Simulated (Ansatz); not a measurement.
# AlRu: the cost of one run

Computed with Ansatz 0.2.0 (DFT r2SCAN, scalar-relativistic, plane waves, PAW, unless a step's input says otherwise).

2 further runs of the same task are left out: 2 set aside as unsound or not needed.

### 1 Starting point

Symmetry: Pm-3m, No. 221, cubic system. Conventional cell: a = 2.983 Å, b = 2.983 Å, c = 2.983 Å, α = 90.00°, β = 90.00°, γ = 90.00°. Around Al (site symmetry m-3m) lie 8 Ru at 2.58 Å. Around Ru (site symmetry m-3m) lie 8 Al at 2.58 Å.

As a file:

```
Al Ru
1.0
     2.98262    0.00000    0.00000
     0.00000    2.98262    0.00000
     0.00000    0.00000    2.98262
Al Ru
1 1
Direct
  0.00000 0.00000 0.00000
  0.50000 0.50000 0.50000
```

This cell was relaxed beforehand with the same method: volume 13.27 Å³/atom, gap on the mesh none (metal).

### 2 Zero of energy

Reference values: F = -6432.5502 eV; pressure -0.02 GPa; largest force 0.000 eV/Å; gap on the mesh none (metal). It was computed beforehand with the settings of the runs below.

### 3 Setting up energy and stress against strain

The cell is strained by ε times the Voigt pattern (1, -1, 0, 0, 0, 0) (xx, yy, zz, yz, xz, xy; engineering shear), with fractional coordinates fixed (clamped ions). The stress on the pattern is the sum of the stress components weighted by it, tension positive.

### 4 At ε = -0.1500

Input file input.yaml:

```yaml
crystal:
  lattice:
    - [2.5352307449, 0.0, 0.0]
    - [0.0, 3.4300180667, 0.0]
    - [0.0, 0.0, 2.9826244058]
  atoms:
    - { symbol: Al, position: [0.0, 0.0, 0.0] }
    - { symbol: Ru, position: [0.5, 0.5, 0.5] }
basis:
  ecutwfc: 500
kpoints:
  mp_grid: { grid: [20, 20, 20] }
hamiltonian:
  xc: r2scan
scf:
  occupations: { method: gaussian, width: 0.15 }
output:
  forces: true
  stress: true
  eigenvalues: true
```

Launch:

```console
$ ansatz run input.yaml --threads 1 --pin off --max-ram 2560MiB --backend cpu --events-out ev --progress --plain --runs-dir out
```

Q: Estimate wall time and peak memory on 1 thread of Intel Xeon at 2.70GHz, shared host.

About 45 s, with a peak of 0.84 GiB.
